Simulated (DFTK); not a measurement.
The system is HPbNO4.

```
H Pb N O
1.0
     3.85724    0.00000    0.00000
     0.17568    4.33430    0.00000
     0.70265    0.81828    5.88638
H Pb N O
1 1 1 4
Direct
  0.61511 0.89559 0.19844
  0.64597 0.44651 0.91685
  0.71474 0.23810 0.50058
  0.16958 0.47007 0.77768
  0.62919 0.97045 0.49845
  0.56424 0.92583 0.03849
  0.78022 0.42250 0.31951
```

The cell was built by a generator and needn't be a form met in nature.

Base run:

* Program: DFTK 0.8.2
* Functional: LDA
* Potentials or basis: dojo.nc.sr.lda.v0_4_1.stringent.upf (LDA)
* Cutoff: 1252 eV
* k mesh: 4 × 4 × 3
* Occupations: fermi-dirac, width 0.05 eV
* Spin: no spin polarisation

Its results: band gap on the k mesh 0.55 eV, indirect (least direct gap 0.93 eV).

Task: The run is repeated on the same cell with these changes: functional from LDA to BJ06; potentials or basis from dojo.nc.sr.lda.v0_4_1.stringent.upf (LDA) to in-house norm-conserving set (r2SCAN, scalar relativistic); cutoff from 1252 eV to 1279 eV; valence electrons from 52 to 44. What comes out?

Result: Band gap on the k mesh 0.61 eV, indirect (least direct gap 1.04 eV).

Caveats: spin-orbit coupling is left out, which as a rule narrows the gap of such compounds by several tenths of an eV; the mesh misses the band edges, which the band path finds closer together; the program leaves the constant c of mgga_x_tb09 at 1, so the potential is Becke-Johnson's (BJ06) and not Tran and Blaha's, with levels but no total energy (some runs); the program warned that the kinetic-energy density falls under its von Weizsäcker bound, which can give unphysical results (some runs).
